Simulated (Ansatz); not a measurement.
The system is Ta3AsAu2O13.

```
Ta As Au O
1.0
     5.88672   -0.00071    0.00161
     2.20057    5.91386   -0.00164
     1.84923    1.74129    7.56108
Ta As Au O
3 1 2 13
Direct
  0.39605 0.05000 0.58683
  0.95891 0.61806 0.76348
  0.06984 0.27356 0.18903
  0.07072 0.88917 0.02743
  0.21939 0.67567 0.38144
  0.68925 0.45927 0.56874
  0.16689 0.59518 0.16534
  0.86104 0.11514 0.11677
  0.26950 0.96377 0.83676
  0.87527 0.82792 0.92000
  0.70329 0.78261 0.54686
  0.17528 0.40817 0.59350
  0.27798 0.92640 0.17203
  0.64612 0.14878 0.61595
  0.14281 0.39538 0.93941
  0.30048 0.17203 0.35732
  0.19051 0.80386 0.59347
  0.70787 0.47140 0.81379
  0.77878 0.42364 0.31185
```

The cell was built by a generator and needn't be a form met in nature.

- Program: Ansatz 0.2.0
- Task: relaxation of cell and atoms
- Functional: PBE
- Dispersion: D3(BJ)
- Potentials or basis: Ansatz PAW
- Cutoff: 420 eV (not typed: the program's choice for these potentials)
- k mesh: 4 × 4 × 3
- Occupations: fermi-dirac, width 0.05 eV
- Spin: no spin polarisation

At the start: volume 13.85 Å³/atom.

Task: How do energy, volume and symmetry change on relaxing?

Result: It ends after 17 steps and the volume is 13.19 Å³/atom (-4.8 %); space group P1 (No. 1, to 0.05 Å).

Step by step:
```
step  energy change (eV)  largest force (eV/Å)  volume (Å³)
   1              0.0000                0.0128       263.24
   2             -0.0857                0.3999       253.10
   3             -0.0939                0.2114       255.23
   4             -0.1081                0.1049       254.03
   5             -0.1158                0.0584       253.10
   6             -0.1184                0.0398       252.59
   7             -0.1188                0.0219       252.51
   8             -0.1189                0.0186       252.52
   9             -0.1190                0.0055       252.50
  10             -0.0874                0.0059       252.50
  11             -0.0938                0.0388       251.17
  12             -0.0949                0.0204       251.01
  13             -0.0947                0.0129       251.08
  14             -0.0952                0.0102       250.97
  15             -0.0892                0.0102       250.97
  16             -0.0906                0.0053       250.66
  17             -0.0893                0.0052       250.66
```

Final structure:
```xyz
19
Lattice="5.7577 0.0667 0.0874 2.2201 5.8303 0.0307 1.9389 1.7307 7.5286" Properties=species:S:1:pos:R:3 pbc="T T T"
Ta    3.5147    1.3397    4.4226
Ta    8.3312    5.0705    5.8531
Ta    1.4009    1.9384    1.4081
As    2.3832    5.2621    0.2565
Au    3.5448    4.6154    2.8792
Au    6.1054    3.6372    4.4093
O     2.6190    3.7682    1.2663
O     5.3937    0.9799    1.0169
O     5.2596    7.0895    6.3305
O     8.5692    6.5179    7.1121
O     6.8641    5.4915    4.1846
O     3.1028    3.4174    4.4842
O     4.0225    5.7186    1.2837
O     5.3116    1.8510    4.7468
O     3.5446    3.9629    7.0560
O     2.8580    1.6363    2.6652
O     4.0598    5.7445    4.4812
O     6.6832    4.1956    6.2518
O     5.9925    3.0752    2.4633
```

Caveat: the plane-wave basis is chosen anew once the cell has moved, so the energies of steps on either side of that aren't comparable; the pressure holds a Pulay correction of +0.6 GPa for the finite cutoff.
